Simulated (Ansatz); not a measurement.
**C₂H₆F₂Si₂: up Jacob's ladder to CCSD(T)**

Aim: compute C₂H₆F₂Si₂ with functionals from several rungs and with coupled cluster, and see how far each lands from CCSD(T) at the basis-set limit for the atomisation energy.

Computed with Ansatz 0.2.0, Gaussian basis. Level: functionals in def2-TZVPP, the program's frozen cores in correlated methods.

The runs, in order: PBE-D4, r2SCAN-D4, PBE0-D4, B3LYP-D4, ωB97X-V, ωB97M-V, B2PLYP; CCSD(T)/def2-TZVPP; MP2/def2-QZVPP; extrapolation to the limit.

## (1) The relaxed structure

An earlier PBE0-D4 in a triple-zeta def2 set relaxation fixed the geometry.

SMILES `FC1(F)C[SiH]1[SiH3]`, 12 atoms, charge 0, spin multiplicity 1.

Atoms are counted from 1 here; the program's logs count them from 0.

Bond lengths: F1–C2 1.350 Å, C2–F3 1.352 Å, C2–C4 1.502 Å, C2–Si5 1.880 Å, C4–Si5 1.894 Å, C4–H7 1.086 Å, C4–H8 1.086 Å, Si5–Si6 2.322 Å, Si5–H9 1.481 Å, Si6–H10 1.487 Å, Si6–H11 1.485 Å, Si6–H12 1.485 Å. Angles: F1–C2–F3 108.7°, F1–C2–C4 115.8°, F1–C2–Si5 122.2°, F3–C2–C4 115.5°, F3–C2–Si5 121.6°, C4–C2–Si5 67.0°, C2–C4–Si5 66.1°, C2–C4–H7 115.4°, C2–C4–H8 115.2°, Si5–C4–H7 119.2°, Si5–C4–H8 118.1°, H7–C4–H8 114.2°, C2–Si5–C4 46.9°, C2–Si5–Si6 118.9°, C2–Si5–H9 115.8°, C4–Si5–Si6 118.5°, C4–Si5–H9 115.1°, Si6–Si5–H9 120.5° and more.

Coordinates:

```xyz
12
charge 0, multiplicity 1
F    -2.45235   -1.28285   -0.50803
C    -1.25558   -0.68032   -0.67274
F    -1.26966   -0.00311   -1.84297
C    -0.04958   -1.54524   -0.43993
Si   -0.21352   -0.10998    0.78455
Si    1.17353    1.73363    0.52043
H     0.71348   -1.49892   -1.21096
H    -0.26217   -2.54887   -0.08399
H    -0.72098   -0.48270    2.12520
H     2.42033    1.55468    1.31026
H     0.48469    2.96891    0.97422
H     1.50881    1.83978   -0.92205
```

## (2) PBE-D4 (GGA)

Input file in.yaml:

```yaml
crystal:
  periodic: [false, false, false]
  atoms:
    - {symbol: F, position_ang: [-2.452346, -1.282852, -0.508028]}
    - {symbol: C, position_ang: [-1.255585, -0.680324, -0.672741]}
    - {symbol: F, position_ang: [-1.269661, -0.003110, -1.842966]}
    - {symbol: C, position_ang: [-0.049581, -1.545239, -0.439933]}
    - {symbol: Si, position_ang: [-0.213522, -0.109977, 0.784549]}
    - {symbol: Si, position_ang: [1.173533, 1.733634, 0.520426]}
    - {symbol: H, position_ang: [0.713478, -1.498924, -1.210959]}
    - {symbol: H, position_ang: [-0.262173, -2.548874, -0.083988]}
    - {symbol: H, position_ang: [-0.720976, -0.482702, 2.125199]}
    - {symbol: H, position_ang: [2.420328, 1.554675, 1.310263]}
    - {symbol: H, position_ang: [0.484690, 2.968914, 0.974223]}
    - {symbol: H, position_ang: [1.508814, 1.839780, -0.922048]}
basis:
  gaussian: {orbitals: def2-TZVPP}
hamiltonian: {xc: pbe, dispersion: d4}
output: {forces: true, orbitals: {seedname: orbitals}}
```

Run with:

```
> ansatz run in.yaml --threads 2 --pin off --events-out ev --progress --plain --max-ram 22528MiB --backend cuda --devices 0, --max-vram 18GiB
```

After this run come: r2SCAN-D4 (meta-GGA); PBE0-D4 (hybrid); B3LYP-D4 (hybrid); ωB97X-V (range-separated); ωB97M-V (range-separated); B2PLYP (double hybrid); CCSD(T) in def2-TZVPP; MP2 in def2-QZVPP.

Q: Predict the results of all the runs planned. Wanted: atomisation energy, CCSD(T)/CBS; farthest; mean size of error, hybrid; mean size of error, range-separated; gap, smallest and largest; T1 diagnostic; triples share of the correlation energy.

As calculated:

```
                               quantity                                 value
        atomisation energy, CCSD(T)/CBS                         4155.3 kJ/mol
 functionals within 20.8 kJ/mol (0.5 %)            PBE0-D4, B3LYP-D4, ωB97M-V
                               farthest                 PBE-D4 (+98.8 kJ/mol)
             mean size of error, hybrid                           11.5 kJ/mol
    mean size of error, range-separated                           26.8 kJ/mol
              gap, smallest and largest  4.44 eV (PBE-D4), 10.78 eV (ωB97X-V)
                          T1 diagnostic                                0.0136
triples share of the correlation energy                                 3.6 %
```

What this shows: PBE-D4 is off by +98.8 kJ/mol. Double hybrids carry the basis error of their MP2 part in triple zeta, and no dispersion term here, so their miss is partly the set-up's. The reference freezes the cores and leaves out relativity and excitations past (T), so misses under about 20.8 kJ/mol can't be ranked. Hartree-Fock recovers 72 % of the binding; the rest is correlation. The gap grows from 4.4 to 10.8 eV across the functionals, mostly with the share of exact exchange.
